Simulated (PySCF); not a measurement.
**From one method to the next for InB (triplet)**

What do other methods print for InB (triplet)?

The runs use PySCF 2.14.0; method and basis as typed in the scripts.

10 further runs of the same task are left out: 1 for a known fault of the program, 9 that didn't finish.

### Step 1. The starting structure

InB (triplet): 2 atoms, charge 0, spin multiplicity 3.

Bond lengths: In1–B2 2.536 Å.

### Step 2. Base script

Contents of input.py:

```python
from pyscf import gto, scf, mp

mol = gto.M(
    atom='In 0 0 0; B 0 0 2.536',
    basis='x2c-svpall',
    charge=0,
    spin=2,
    symmetry=True,
    verbose=4,
)
mf = scf.UHF(mol)
mf = mf.sfx2c1e()
mf = mf.newton()
mf.kernel()
mp.MP2(mf, frozen=19).kernel()
mf.dip_moment()
print('orbital energies (hartree):', [e[max(0, n-3):n+3].round(4) for e, n in zip(mf.mo_energy, mol.nelec)])
```

On the command line:

```bash
> OMP_NUM_THREADS=1 python input.py
```

### Step 3. MP2

Run 1 changes frozen orbitals: 19 → none.

input.py: that of step 2 with these lines changed.

```diff
@@ -14,3 +14,3 @@
 mf.kernel()
-mp.MP2(mf, frozen=19).kernel()
+mp.MP2(mf).kernel()
 mf.dip_moment()
```

### Step 4. SCF alone

Run 2 changes step after the SCF: mp2 → none.

input.py: that of step 2 with these lines changed.

```diff
@@ -1,2 +1,2 @@
-from pyscf import gto, scf, mp
+from pyscf import gto, scf
 
@@ -14,3 +14,2 @@
 mf.kernel()
-mp.MP2(mf, frozen=19).kernel()
 mf.dip_moment()
```

### Step 5. Geometry optimisation

Run 3 changes step after the SCF: mp2 → optimize.

Contents of input.py:

```python
from pyscf import gto, scf
from pyscf.geomopt.geometric_solver import optimize

mol = gto.M(
    atom='In 0 0 0; B 0 0 2.536',
    basis='x2c-svpall',
    charge=0,
    spin=2,
    symmetry=True,
    verbose=4,
)
mf = scf.UHF(mol)
mf = mf.sfx2c1e()
mf = mf.newton()
mf.kernel()
mol_eq = optimize(mf, maxsteps=30)
print('optimised geometry (angstrom)')
print(mol_eq.tostring('raw'))
print('orbital energies (hartree):', [e[max(0, n-3):n+3].round(4) for e, n in zip(mf.mo_energy, mol.nelec)])
```

### Step 6. ROHF

Run 4 changes SCF type: UHF → ROHF.

Contents of input.py:

```python
from pyscf import gto, scf, mp

mol = gto.M(
    atom='In 0 0 0; B 0 0 2.536',
    basis='x2c-svpall',
    charge=0,
    spin=2,
    symmetry=True,
    verbose=4,
)
mf = scf.ROHF(mol)
mf = mf.sfx2c1e()
mf = mf.newton()
mf.kernel()
mp.MP2(mf, frozen=19).kernel()
mf.dip_moment()
print('orbital energies (hartree):', mf.mo_energy[..., max(0, mol.nelec[1]-3):mol.nelec[0]+3].round(4))
```

### Step 7. Stability test

Run 5 changes step after the SCF: mp2 → stability; point-group symmetry: on → off.

input.py: that of step 2 with these lines changed.

```diff
@@ -1,2 +1,2 @@
-from pyscf import gto, scf, mp
+from pyscf import gto, scf
 
@@ -7,3 +7,2 @@
     spin=2,
-    symmetry=True,
     verbose=4,
@@ -14,3 +13,3 @@
 mf.kernel()
-mp.MP2(mf, frozen=19).kernel()
+mf.stability(internal=True, external=True)
 mf.dip_moment()
```

Before running it: what results should come out? Wanted: for each run, E(SCF); from base; gap, α spin; SCF dipole; after the SCF.

The runs gave:

| run | E(SCF) (hartree) | from base (eV) | cycles | gap, α spin (eV) | SCF dipole (D) | after the SCF |
| --- | --- | --- | --- | --- | --- | --- |
| base | -5902.251028 | 0 | 4 macro | 7.25 | 3.83 | MP2 correlation -2.587 eV, core frozen |
| MP2 | -5902.251028 | 0.0000 | 4 macro | 7.25 | 3.83 | MP2 correlation -2.930 eV |
| SCF alone | -5902.251028 | 0.0000 | 4 macro | 7.25 | 3.83 | n/a |
| geometry optimisation | -5902.251028 | 0.0000 | 4 macro | 7.25 | n/a | bond 2.229 Å, -0.266 eV |
| ROHF | -5902.241340 | +0.2636 | 4 macro | n/a | 3.86 | MP2 correlation -2.936 eV, core frozen |
| stability test | -5902.251028 | 0.0000 | 5 macro | 7.25 | 3.83 | unstable: internal, real -> complex, UHF/UKS -> GHF/GKS |

SCF columns refer to the geometry typed in the script.

The dearest run is “geometry optimisation”, at 26 s against 2 s.
